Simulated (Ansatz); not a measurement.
Runs of Ansatz 0.2.0 on NaLaMnMoO6. It takes space group Cm (No. 8, monoclinic). Conventional cell: a = 9.956 Å, b = 5.763 Å, c = 5.524 Å, α = 90.00°, β = 123.42°, γ = 90.00°. Na (site symmetry m) is surrounded by 5 O at 2.28 to 2.46 Å. Around La (site symmetry m) lie 5 O at 2.26 to 2.50 Å. Mn (site symmetry m) has 5 O at 2.05 to 2.20 Å as nearest neighbours. Around Mo (site symmetry m) lie 6 O at 1.91 to 1.95 Å. Around O (site symmetry m) lie 1 Mo at 1.93 Å and 1 Mn at 2.05 Å. Around O (site symmetry 1) lie 1 Mo at 1.93 Å and 1 Mn at 2.19 Å. Around O (site symmetry 1) lie 1 Mo at 1.95 Å and 1 Mn at 2.20 Å. O (site symmetry m) has 1 Mo at 1.91 Å as nearest neighbours. The cell was built by a generator and needn't be a form met in nature.

```csv
task,level,potentials or basis,spin,k mesh,cutoff (eV),smearing,points for each segment of the path,mesh quality,gap on the mesh (eV),pressure (GPa),moment (μB),largest force (eV/Å)
Born charges and dielectric tensor,PBE,Ansatz PAW,"collinear, ferromagnetic start",4 × 4 × 4,420,gaussian 0.01 eV,-,not flagged,0.90,-,5.00,-
single point,PBE,Ansatz NC,"collinear, ferromagnetic start",6 × 6 × 6,1497,fermi-dirac 0.05 eV,-,not flagged,(a),0.0,5.00,(c)
single point,r2SCANh,Ansatz PAW,"collinear, ferromagnetic start",3 × 3 × 3,500,fermi-dirac 0.05 eV,-,coarse,2.31,-4.6,5.00,(b)
band structure,PBE,Ansatz PAW,"non-collinear, ferromagnetic start, SOC",4 × 4 × 4,420,fermi-dirac 0.05 eV,10,not flagged,0.90,0.0,5.00,-
single point,B3LYP,Ansatz PAW,"collinear, ferromagnetic start",3 × 3 × 3,420,fermi-dirac 0.05 eV,-,coarse,2.90,-0.4,5.00,0.81
```

Alike in all rows: cell as given.

Estimate the missing entries.

(a) 0.92; (b) 0.88; (c) 0.02.

Caveats: some runs use coarse meshes; a cell with one magnetic atom can't hold antiferromagnetic order, which such compounds often take; spin-orbit coupling is left out, which moves the levels of the heavy elements (some runs); the thresholds are loose for stress (some runs); the magnetic or orbital state may not be the lowest (some runs); odd divisions of the mesh miss points on the zone boundary, where band edges often lie, so the gap on the mesh can be too wide (some runs); the PAW data sets come from PBE, with cores solved anew for the run's functional, which leaves a small shift of forces and pressure (some runs).

A k mesh can miss the band edges, and rows without SOC leave out spin-orbit coupling on La, Mo.
